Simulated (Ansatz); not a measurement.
CH4SSi, SMILES CS[SiH]: the interaction energy of a dimer with the counterpoise correction, run with Ansatz's Python interface.

Script `run_dimer.py`:
```python
"""Interaction energy of two CH4SSi molecules, with the counterpoise correction."""

import ansatz as az

FIRST = [
    ("C", (-0.8225, 0.6531, -0.3002)),
    ("S", (-0.14, -0.3446, 0.967)),
    ("Si", (1.62, -1.1031, 0.0388)),
    ("H", (-1.7244, 1.1457, 0.0643)),
    ("H", (-0.1913, 1.5044, -0.6037)),
    ("H", (-1.1072, 0.1236, -1.2033)),
    ("H", (2.3657, -1.9791, 1.0369)),
]
SECOND = [
    ("C", (4.7298, 0.3446, 0.4004)),
    ("S", (3.834, 1.034, 1.738)),
    ("Si", (3.539, 3.041, 1.0904)),
    ("H", (4.9134, -0.714, 0.5866)),
    ("H", (4.1837, 0.3275, -0.557)),
    ("H", (5.699, 0.7943, 0.2118)),
    ("H", (2.7282, 3.785, 2.1434)),
]

def energy(atoms, ghosts=()):
    molecule = az.Crystal.molecule()
    for symbol, xyz in atoms:
        molecule = molecule.atom(symbol, xyz)
    calc = (
        molecule.calculation()
        .basis(gaussian="cc-pVDZ")
        .functional("pbe")
    )
    deck = calc.input()
    if ghosts:
        deck = deck.set(az.key.basis.gaussian.ghost_atoms, [{"symbol": s, "position_ang": list(xyz)} for s, xyz in ghosts])
    return az.Session.from_dict(deck).plan().execute().report["free_energy_ev"]


def main() -> None:
    # ghost atoms carry the functions of the partner
    both = energy(FIRST + SECOND)
    alone = energy(FIRST) + energy(SECOND)
    ghosted = energy(FIRST, SECOND) + energy(SECOND, FIRST)
    print(f"dimer {both:.6f} eV")
    print(f"interaction, uncorrected   {96.485332 * (both - alone):8.3f} kJ/mol")
    print(f"interaction, counterpoise  {96.485332 * (both - ghosted):8.3f} kJ/mol")
    print(f"basis-set superposition    {96.485332 * (alone - ghosted):8.3f} kJ/mol")


if __name__ == "__main__":
    main()
```

How large is the interaction at this pose, and how much of it is basis-set superposition?

Uncorrected it is -7.949 kJ/mol, with the counterpoise correction -4.502 kJ/mol; the difference, 3.45 kJ/mol, is the superposition error.

The run itself:

Output of `python run_dimer.py`:
```text
dimer -39608.048132 eV
interaction, uncorrected     -7.949 kJ/mol
interaction, counterpoise    -4.502 kJ/mol
basis-set superposition       3.447 kJ/mol
```

What to keep in mind:
- These settings explore the input space; basis and method may be short of convergence.
- The dimer is a generated trial pose of unrelaxed monomers, not a minimum, so the figure is no binding energy, and the basis set is small.
- This level lacks the dispersion part of the attraction (electrostatics and induction are there), which can decide the sign where the interaction is weak.
- Finished in 14 s on 1 thread of Intel(R) Xeon(R) 6975P-C (Granite Rapids), with other jobs on the host, peak memory 0.28 GiB.

(Lines on the test bed's own set-up are left out of the output.)
